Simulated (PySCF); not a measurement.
# Si₄H₁₀: NMR shifts at several levels of theory, part 2 of 2

PySCF 2.14.0. Atoms count from 0.

## Step 9: Nuclear shieldings: KT2/pcSseg-1

Job settings and geometry (Å):

```
{"job": {"kind": "nmr", "xc": "KT2", "basis": "pcSseg-1", "pop": false}, "charge": 0, "multiplicity": 1}
Si    -0.039471     2.107040    -0.781149
Si     0.076599     0.166375     0.530499
Si     1.902714    -1.133207    -0.159527
Si    -1.898275    -1.057561     0.220378
H      1.196748     2.933898    -0.627157
H     -0.176492     1.708670    -2.216490
H     -1.227027     2.930140    -0.395392
H      0.234530     0.534716     1.975103
H      3.184406    -0.388946     0.039172
H      1.749986    -1.450861    -1.612983
H      1.961053    -2.414652     0.609293
H     -1.904551    -2.286453     1.072465
H     -3.096118    -0.227026     0.555466
H     -1.984901    -1.466893    -1.215769
```

Method: GIAO KT2/pcSseg-1 NMR shielding, non-relativistic, gas phase.

Log:

```text
coarse grid: 12696 points
cycle   1  E = -1174.0057581813  dE = -3.297e-01  |g| = 2.137e-01  |ddm| = 3.171e+00
cycle   2  E = -1174.0149734796  dE = -9.215e-03  |g| = 1.012e-01  |ddm| = 4.601e-01
cycle   3  E = -1174.0169733369  dE = -2.000e-03  |g| = 2.095e-02  |ddm| = 1.671e-01
cycle   4  E = -1174.0171034232  dE = -1.301e-04  |g| = 6.009e-03  |ddm| = 3.821e-02
cycle   5  E = -1174.0171182436  dE = -1.482e-05  |g| = 1.502e-03  |ddm| = 1.230e-02
cycle   6  E = -1174.0171190214  dE = -7.778e-07  |g| = 3.740e-04  |ddm| = 2.744e-03
final grid: 101424 points
cycle   7  E = -1174.1064546966  dE = -1.209e-04  |g| = 1.696e-02  |ddm| = 1.796e-02
cycle   8  E = -1174.1064598784  dE = -5.182e-06  |g| = 9.462e-03  |ddm| = 1.629e-02
cycle   9  E = -1174.1064693744  dE = -9.496e-06  |g| = 2.351e-03  |ddm| = 1.195e-02
cycle  10  E = -1174.1064716815  dE = -2.307e-06  |g| = 3.025e-04  |ddm| = 4.167e-03
cycle  11  E = -1174.1064717132  dE = -3.168e-08  |g| = 3.085e-05  |ddm| = 4.945e-04
cycle  12  E = -1174.1064717134  dE = -2.008e-10  |g| = 1.138e-05  |ddm| = 6.982e-05
converged SCF energy = -1174.1064717134

GIAO shielding tensors (ppm)
atom      isotropic    diamagn.    paramagn.     s11        s22        s33       span
  0 Si     464.979     882.814    -417.835    454.694    458.889    481.353     26.659
  1 Si     493.186     885.300    -392.115    487.459    488.295    503.803     16.344
  2 Si     465.008     882.801    -417.794    456.170    457.649    481.204     25.034
  3 Si     465.114     882.860    -417.745    454.333    459.521    481.490     27.157
  4 H       27.387      28.970      -1.583     23.788     25.337     33.037      9.249
  5 H       27.618      29.485      -1.867     24.548     25.869     32.436      7.888
  6 H       27.396      29.013      -1.617     23.787     25.411     32.991      9.204
  7 H       27.856      30.241      -2.385     24.732     24.754     34.083      9.351
  8 H       27.383      28.970      -1.587     23.795     25.331     33.023      9.228
  9 H       27.621      29.479      -1.858     24.541     25.864     32.457      7.916
 10 H       27.395      29.000      -1.605     23.780     25.407     32.998      9.218
 11 H       27.380      29.016      -1.636     23.797     25.306     33.038      9.241
 12 H       27.404      29.056      -1.653     23.774     25.445     32.992      9.219
 13 H       27.620      29.533      -1.914     24.547     25.881     32.431      7.883
```

It took 15 s on 1 thread of Arm Neoverse V2, shared host; peak memory 0.6 GiB.

This run: δ Si0 -104.0, Si1 -132.1, H4 3.71, H7 3.32 ppm (means over like atoms).

## Step 10: NMR shieldings: KT3/pcSseg-1

Same as in step 9 but for these lines:

```diff
@@ -1,2 +1,2 @@
-{"job": {"kind": "nmr", "xc": "KT2", "basis": "pcSseg-1", "pop": false}, "charge": 0, "multiplicity": 1}
+{"job": {"kind": "nmr", "xc": "KT3", "basis": "pcSseg-1", "pop": false}, "charge": 0, "multiplicity": 1}
 Si    -0.039471     2.107040    -0.781149
```

Level: GIAO KT3/pcSseg-1 NMR shielding, non-relativistic, gas phase.

Log:

```text
coarse grid: 12696 points
cycle   1  E = -1173.1404100669  dE = -3.573e-01  |g| = 2.084e-01  |ddm| = 3.212e+00
cycle   2  E = -1173.1506427084  dE = -1.023e-02  |g| = 8.756e-02  |ddm| = 4.371e-01
cycle   3  E = -1173.1525027160  dE = -1.860e-03  |g| = 1.391e-02  |ddm| = 1.408e-01
cycle   4  E = -1173.1525556940  dE = -5.298e-05  |g| = 4.886e-03  |ddm| = 2.715e-02
cycle   5  E = -1173.1525624187  dE = -6.725e-06  |g| = 1.048e-03  |ddm| = 8.383e-03
final grid: 101424 points
cycle   6  E = -1173.2305067203  dE = -1.240e-04  |g| = 1.831e-02  |ddm| = 1.719e-02
cycle   7  E = -1173.2305157919  dE = -9.072e-06  |g| = 9.070e-03  |ddm| = 1.417e-02
cycle   8  E = -1173.2305226604  dE = -6.868e-06  |g| = 1.790e-03  |ddm| = 9.453e-03
cycle   9  E = -1173.2305239583  dE = -1.298e-06  |g| = 2.356e-04  |ddm| = 3.271e-03
cycle  10  E = -1173.2305239800  dE = -2.165e-08  |g| = 3.323e-05  |ddm| = 4.462e-04
cycle  11  E = -1173.2305239802  dE = -2.328e-10  |g| = 8.736e-06  |ddm| = 5.414e-05
converged SCF energy = -1173.2305239802

GIAO shielding tensors (ppm)
atom      isotropic    diamagn.    paramagn.     s11        s22        s33       span
  0 Si     462.955     882.133    -419.178    452.577    457.455    478.833     26.256
  1 Si     489.769     884.717    -394.948    483.859    484.687    500.761     16.901
  2 Si     462.976     882.120    -419.143    453.889    456.317    478.723     24.834
  3 Si     463.096     882.180    -419.083    452.250    458.082    478.957     26.707
  4 H       27.666      29.296      -1.630     24.176     25.647     33.176      8.999
  5 H       27.882      29.802      -1.920     24.883     26.151     32.611      7.728
  6 H       27.674      29.337      -1.664     24.170     25.721     33.130      8.960
  7 H       28.187      30.566      -2.379     25.118     25.140     34.304      9.186
  8 H       27.661      29.293      -1.632     24.182     25.640     33.161      8.980
  9 H       27.884      29.795      -1.911     24.875     26.147     32.631      7.756
 10 H       27.673      29.327      -1.654     24.166     25.715     33.137      8.972
 11 H       27.660      29.343      -1.683     24.185     25.617     33.177      8.992
 12 H       27.681      29.382      -1.701     24.157     25.755     33.132      8.974
 13 H       27.884      29.851      -1.967     24.882     26.163     32.606      7.724
```

Run time: 15 s. Hardware: 1 thread of Arm Neoverse V2, shared host; peak memory 0.6 GiB.

Key values: δ Si0 -97.5, Si1 -124.3, H4 3.58, H7 3.13 ppm (means over like atoms).

## Step 11: Nuclear shieldings: B97-D/pcSseg-1

Same as in step 10 but for these lines:

```diff
@@ -1,2 +1,2 @@
-{"job": {"kind": "nmr", "xc": "KT3", "basis": "pcSseg-1", "pop": false}, "charge": 0, "multiplicity": 1}
+{"job": {"kind": "nmr", "xc": "B97-D", "basis": "pcSseg-1", "pop": false}, "charge": 0, "multiplicity": 1}
 Si    -0.039471     2.107040    -0.781149
```

Level: GIAO B97-D/pcSseg-1 NMR shielding, non-relativistic, gas phase.

Log:

```text
coarse grid: 12696 points
cycle   1  E = -1163.8882801971  dE = -3.580e-01  |g| = 1.600e-01  |ddm| = 3.237e+00
cycle   2  E = -1163.8967585304  dE = -8.478e-03  |g| = 7.697e-02  |ddm| = 3.895e-01
cycle   3  E = -1163.8986582752  dE = -1.900e-03  |g| = 3.739e-02  |ddm| = 1.709e-01
cycle   4  E = -1163.8992253335  dE = -5.671e-04  |g| = 7.039e-03  |ddm| = 7.225e-02
cycle   5  E = -1163.8992388106  dE = -1.348e-05  |g| = 1.794e-03  |ddm| = 1.148e-02
cycle   6  E = -1163.8992395041  dE = -6.936e-07  |g| = 4.379e-04  |ddm| = 2.911e-03
final grid: 101424 points
cycle   7  E = -1163.9029319449  dE = -4.849e-05  |g| = 7.847e-03  |ddm| = 2.759e-02
cycle   8  E = -1163.9029326950  dE = -7.501e-07  |g| = 3.938e-03  |ddm| = 1.194e-02
cycle   9  E = -1163.9029363869  dE = -3.692e-06  |g| = 2.257e-03  |ddm| = 9.803e-03
cycle  10  E = -1163.9029383102  dE = -1.923e-06  |g| = 1.634e-04  |ddm| = 3.670e-03
cycle  11  E = -1163.9029383174  dE = -7.259e-09  |g| = 3.008e-05  |ddm| = 2.538e-04
cycle  12  E = -1163.9029383176  dE = -1.837e-10  |g| = 1.093e-05  |ddm| = 6.058e-05
converged SCF energy = -1163.9029383176

GIAO shielding tensors (ppm)
atom      isotropic    diamagn.    paramagn.     s11        s22        s33       span
  0 Si     445.325     880.956    -435.631    434.800    439.571    461.603     26.804
  1 Si     471.015     883.603    -412.589    464.782    465.605    482.656     17.874
  2 Si     445.364     880.944    -435.580    436.208    438.403    461.481     25.274
  3 Si     445.458     881.004    -435.546    434.448    440.192    461.733     27.285
  4 H       27.714      29.301      -1.587     24.277     25.729     33.135      8.859
  5 H       27.936      29.885      -1.949     25.000     26.227     32.580      7.581
  6 H       27.721      29.346      -1.626     24.270     25.802     33.089      8.819
  7 H       28.269      30.508      -2.239     25.274     25.295     34.237      8.963
  8 H       27.709      29.300      -1.591     24.283     25.722     33.121      8.838
  9 H       27.938      29.879      -1.941     24.991     26.223     32.599      7.608
 10 H       27.720      29.337      -1.617     24.267     25.797     33.097      8.830
 11 H       27.707      29.350      -1.643     24.285     25.699     33.137      8.852
 12 H       27.728      29.391      -1.663     24.257     25.836     33.091      8.834
 13 H       27.938      29.935      -1.997     24.999     26.239     32.575      7.576
```

Run time: 15 s. Hardware: 1 thread of Arm Neoverse V2, shared host; peak memory 0.6 GiB.

Key values: δ Si0 -98.2, Si1 -123.8, H4 3.62, H7 3.14 ppm (means over like atoms).

## Step 12: Nuclear shieldings: B3LYP/pcSseg-1

Same as in step 11 but for these lines:

```diff
@@ -1,2 +1,2 @@
-{"job": {"kind": "nmr", "xc": "B97-D", "basis": "pcSseg-1", "pop": false}, "charge": 0, "multiplicity": 1}
+{"job": {"kind": "nmr", "xc": "B3LYP", "basis": "pcSseg-1", "pop": false}, "charge": 0, "multiplicity": 1}
 Si    -0.039471     2.107040    -0.781149
```

Method: GIAO B3LYP/pcSseg-1 NMR shielding, non-relativistic, gas phase.

Log:

```text
coarse grid: 12696 points
cycle   1  E = -1164.0036165701  dE = -3.915e-01  |g| = 1.536e-01  |ddm| = 3.185e+00
cycle   2  E = -1164.0086279579  dE = -5.011e-03  |g| = 7.780e-02  |ddm| = 2.663e-01
cycle   3  E = -1164.0098151135  dE = -1.187e-03  |g| = 2.346e-02  |ddm| = 1.226e-01
cycle   4  E = -1164.0100112832  dE = -1.962e-04  |g| = 6.607e-03  |ddm| = 4.568e-02
cycle   5  E = -1164.0100254869  dE = -1.420e-05  |g| = 1.088e-03  |ddm| = 1.067e-02
cycle   6  E = -1164.0100257782  dE = -2.913e-07  |g| = 1.904e-04  |ddm| = 1.773e-03
final grid: 101424 points
cycle   7  E = -1164.0249095849  dE = -2.811e-06  |g| = 1.706e-03  |ddm| = 1.199e-02
cycle   8  E = -1164.0249096496  dE = -6.471e-08  |g| = 1.437e-03  |ddm| = 4.068e-03
cycle   9  E = -1164.0249102063  dE = -5.568e-07  |g| = 1.723e-04  |ddm| = 2.164e-03
cycle  10  E = -1164.0249102174  dE = -1.108e-08  |g| = 1.632e-05  |ddm| = 2.755e-04
cycle  11  E = -1164.0249102175  dE = -5.298e-11  |g| = 5.012e-06  |ddm| = 2.675e-05
converged SCF energy = -1164.0249102175

GIAO shielding tensors (ppm)
atom      isotropic    diamagn.    paramagn.     s11        s22        s33       span
  0 Si     438.829     880.094    -441.265    428.226    433.464    454.797     26.571
  1 Si     463.698     882.738    -419.040    457.314    458.138    475.642     18.328
  2 Si     438.879     880.081    -441.201    429.662    432.296    454.680     25.018
  3 Si     438.952     880.142    -441.191    427.846    434.080    454.929     27.083
  4 H       27.701      29.187      -1.486     24.208     25.681     33.215      9.007
  5 H       27.921      29.752      -1.831     24.919     26.190     32.656      7.737
  6 H       27.708      29.233      -1.525     24.201     25.756     33.168      8.966
  7 H       28.276      30.383      -2.107     25.239     25.258     34.331      9.093
  8 H       27.697      29.186      -1.489     24.214     25.675     33.200      8.986
  9 H       27.923      29.744      -1.822     24.909     26.184     32.674      7.765
 10 H       27.708      29.222      -1.514     24.199     25.750     33.176      8.977
 11 H       27.694      29.235      -1.540     24.216     25.652     33.216      9.000
 12 H       27.715      29.276      -1.561     24.188     25.789     33.169      8.981
 13 H       27.924      29.801      -1.877     24.919     26.202     32.651      7.732
```

It took 12 s on 1 thread of Arm Neoverse V2, shared host; peak memory 0.73 GiB.

In short: δ Si0 -101.0, Si1 -125.8, H4 3.61, H7 3.11 ppm (means over like atoms).

## Step 13: NMR shieldings: PBE0/pcSseg-1

Same as in step 12 but for these lines:

```diff
@@ -1,2 +1,2 @@
-{"job": {"kind": "nmr", "xc": "B3LYP", "basis": "pcSseg-1", "pop": false}, "charge": 0, "multiplicity": 1}
+{"job": {"kind": "nmr", "xc": "PBE0", "basis": "pcSseg-1", "pop": false}, "charge": 0, "multiplicity": 1}
 Si    -0.039471     2.107040    -0.781149
```

With the program's defaults for keys left out, this is: GIAO PBE0/pcSseg-1 NMR shielding, non-relativistic, gas phase.

Log:

```text
coarse grid: 12696 points
cycle   1  E = -1163.4036109087  dE = -3.946e-01  |g| = 1.410e-01  |ddm| = 3.179e+00
cycle   2  E = -1163.4074932406  dE = -3.882e-03  |g| = 6.577e-02  |ddm| = 2.388e-01
cycle   3  E = -1163.4081962131  dE = -7.030e-04  |g| = 1.768e-02  |ddm| = 9.602e-02
cycle   4  E = -1163.4083014547  dE = -1.052e-04  |g| = 5.847e-03  |ddm| = 3.492e-02
cycle   5  E = -1163.4083137392  dE = -1.228e-05  |g| = 7.487e-04  |ddm| = 9.692e-03
cycle   6  E = -1163.4083138800  dE = -1.408e-07  |g| = 1.367e-04  |ddm| = 1.216e-03
final grid: 101424 points
cycle   7  E = -1163.4290730827  dE = -8.306e-06  |g| = 1.915e-03  |ddm| = 1.161e-02
cycle   8  E = -1163.4290731940  dE = -1.112e-07  |g| = 1.032e-03  |ddm| = 2.377e-03
cycle   9  E = -1163.4290733784  dE = -1.845e-07  |g| = 2.301e-04  |ddm| = 1.470e-03
cycle  10  E = -1163.4290733989  dE = -2.051e-08  |g| = 2.068e-05  |ddm| = 3.784e-04
cycle  11  E = -1163.4290733990  dE = -8.686e-11  |g| = 5.872e-06  |ddm| = 3.251e-05
converged SCF energy = -1163.4290733990

GIAO shielding tensors (ppm)
atom      isotropic    diamagn.    paramagn.     s11        s22        s33       span
  0 Si     453.657     880.174    -426.518    444.209    449.313    467.449     23.240
  1 Si     486.559     882.644    -396.085    479.032    479.826    500.817     21.785
  2 Si     453.694     880.156    -426.462    445.619    448.140    467.322     21.703
  3 Si     453.778     880.215    -426.437    443.829    449.925    467.580     23.750
  4 H       27.507      28.912      -1.405     23.863     25.415     33.241      9.378
  5 H       27.724      29.312      -1.589     24.571     25.942     32.658      8.087
  6 H       27.514      28.950      -1.436     23.855     25.493     33.194      9.339
  7 H       28.075      30.216      -2.142     24.868     24.888     34.467      9.599
  8 H       27.501      28.908      -1.407     23.868     25.409     33.227      9.358
  9 H       27.725      29.303      -1.578     24.562     25.936     32.678      8.116
 10 H       27.514      28.933      -1.419     23.853     25.487     33.201      9.349
 11 H       27.499      28.951      -1.452     23.871     25.384     33.243      9.372
 12 H       27.522      28.991      -1.469     23.843     25.527     33.195      9.353
 13 H       27.726      29.358      -1.632     24.572     25.954     32.653      8.082
```

Run time: 12 s. Hardware: 1 thread of Arm Neoverse V2, shared host; peak memory 0.73 GiB.

Key values: δ Si0 -101.7, Si1 -134.6, H4 3.69, H7 3.19 ppm (means over like atoms).

## Step 14: Shielding tensors: mPW1PW91/pcSseg-1

Same as in step 13 but for these lines:

```diff
@@ -1,2 +1,2 @@
-{"job": {"kind": "nmr", "xc": "PBE0", "basis": "pcSseg-1", "pop": false}, "charge": 0, "multiplicity": 1}
+{"job": {"kind": "nmr", "xc": "mPW1PW91", "basis": "pcSseg-1", "pop": false}, "charge": 0, "multiplicity": 1}
 Si    -0.039471     2.107040    -0.781149
```

Level: GIAO mPW1PW91/pcSseg-1 NMR shielding, non-relativistic, gas phase.

Log:

```text
coarse grid: 12696 points
cycle   1  E = -1163.9544213780  dE = -3.978e-01  |g| = 1.349e-01  |ddm| = 3.178e+00
cycle   2  E = -1163.9584305410  dE = -4.009e-03  |g| = 6.328e-02  |ddm| = 2.506e-01
cycle   3  E = -1163.9591529513  dE = -7.224e-04  |g| = 1.838e-02  |ddm| = 9.903e-02
cycle   4  E = -1163.9592666290  dE = -1.137e-04  |g| = 5.737e-03  |ddm| = 3.524e-02
cycle   5  E = -1163.9592779802  dE = -1.135e-05  |g| = 7.046e-04  |ddm| = 9.376e-03
cycle   6  E = -1163.9592781037  dE = -1.236e-07  |g| = 1.401e-04  |ddm| = 1.194e-03
final grid: 101424 points
cycle   7  E = -1163.9766715171  dE = -7.831e-06  |g| = 8.004e-04  |ddm| = 1.203e-02
cycle   8  E = -1163.9766716093  dE = -9.224e-08  |g| = 3.565e-04  |ddm| = 1.559e-03
cycle   9  E = -1163.9766716465  dE = -3.718e-08  |g| = 1.285e-04  |ddm| = 7.295e-04
cycle  10  E = -1163.9766716513  dE = -4.769e-09  |g| = 1.238e-05  |ddm| = 2.100e-04
cycle  11  E = -1163.9766716513  dE = -6.048e-11  |g| = 5.139e-06  |ddm| = 3.643e-05
converged SCF energy = -1163.9766716513

GIAO shielding tensors (ppm)
atom      isotropic    diamagn.    paramagn.     s11        s22        s33       span
  0 Si     450.467     880.258    -429.791    441.082    446.225    464.095     23.013
  1 Si     483.616     882.839    -399.224    476.003    476.794    498.051     22.048
  2 Si     450.491     880.240    -429.749    442.425    445.078    463.969     21.544
  3 Si     450.593     880.301    -429.708    440.719    446.833    464.225     23.506
  4 H       27.586      28.991      -1.405     23.968     25.506     33.285      9.317
  5 H       27.800      29.414      -1.613     24.666     26.023     32.712      8.046
  6 H       27.593      29.030      -1.438     23.957     25.583     33.237      9.280
  7 H       28.164      30.329      -2.165     24.975     24.995     34.522      9.547
  8 H       27.581      28.988      -1.407     23.973     25.500     33.270      9.298
  9 H       27.802      29.405      -1.603     24.656     26.018     32.731      8.075
 10 H       27.593      29.014      -1.421     23.957     25.577     33.245      9.288
 11 H       27.579      29.032      -1.453     23.975     25.476     33.286      9.311
 12 H       27.600      29.072      -1.472     23.945     25.618     33.238      9.293
 13 H       27.803      29.461      -1.658     24.666     26.036     32.707      8.041
```

Wall time 12 s (1 thread of Arm Neoverse V2, shared host); peak memory 0.73 GiB.

Key values: δ Si0 -99.7, Si1 -132.8, H4 3.66, H7 3.15 ppm (means over like atoms).

## Step 15: Run by run: NMR shifts

Shifts (ppm), means over like atoms, with basis size and wall time:

```
              run    H4    H7     Si0     Si1  functions   time
      HF/pcSseg-1  3.47  2.76   -90.2  -120.8        146  6.3 s
     LDA/pcSseg-1  3.88  3.59  -114.2  -141.8        146   11 s
     PBE/pcSseg-1  3.75  3.34  -105.9  -135.7        146   15 s
    BLYP/pcSseg-1  3.65  3.21  -104.1  -125.9        146   14 s
    BP86/pcSseg-1  3.75  3.33  -104.3  -133.3        146   15 s
    OPBE/pcSseg-1  3.74  3.29   -98.1  -134.0        146   15 s
     KT2/pcSseg-1  3.71  3.32  -104.0  -132.1        146   15 s
     KT3/pcSseg-1  3.58  3.13   -97.5  -124.3        146   15 s
   B97-D/pcSseg-1  3.62  3.14   -98.2  -123.8        146   15 s
   B3LYP/pcSseg-1  3.61  3.11  -101.0  -125.8        146   12 s
    PBE0/pcSseg-1  3.69  3.19  -101.7  -134.6        146   12 s
mPW1PW91/pcSseg-1  3.66  3.15   -99.7  -132.8        146   12 s
         measured     –     –   -93.6  -136.3          –      –
```

Measured: C. Corminboeuf, T. Heine, J. Weber, Chem. Phys. Lett. 357 (2002) 1.

## Step 16: What came out

This closing draws on all 2 parts.

| quantity | value |
| --- | --- |
| rotational constants (main isotopes) | 1.89, 1.87, 1.05 GHz |
| ¹H shifts against TMS (HF/pcSseg-1, means over atoms taken as alike) | 3.47, 2.76 ppm |
| ²⁹Si shifts against TMS (HF/pcSseg-1, means over atoms taken as alike) | -90.2, -120.8 ppm |
| measured, and computed on the same scale | Si0 δ -93.6, -90.2; Si1 δ -136.3, -120.8 ppm |
| range of the shift of Si0 | -114.2 to -90.2 ppm |

**Reading.** Single values in the summary come from the first run of each kind that ended normally (HF/pcSseg-1), which need not be the best level. The start was shaken at random, so part of the energy gained undoes that. Over 12 steps the energy fell by 0.700 eV; of the close pairs, Si3–H12 changed most, 1.630 to 1.496 Å. At HF/pcSseg-1: Shielding is most anisotropic at Si1 (span 28 ppm, paramagnetic term -365 ppm). 2 measured ²⁹Si shifts can be compared: mean absolute error 9.4 ppm, mean signed error +9.4 ppm. Vibration, temperature and solvent are missing from the calculation, and it holds one conformer, so part of the miss against the measured shifts is not the functional's. In ppm, Si0 (with its like atoms) moves most: its shift spreads over 24.0 ppm, from -114.2 (LDA/pcSseg-1) to -90.2 (HF/pcSseg-1). For the 2 measured ²⁹Si shifts, OPBE/pcSseg-1 misses least (3.4 ppm, 15 s) and LDA/pcSseg-1 most (13.0 ppm, 11 s); the quickest, HF/pcSseg-1, misses by 9.4 ppm in 6.3 s. One molecule ranks no method: errors cancel, and vibration and temperature are missing from all runs.
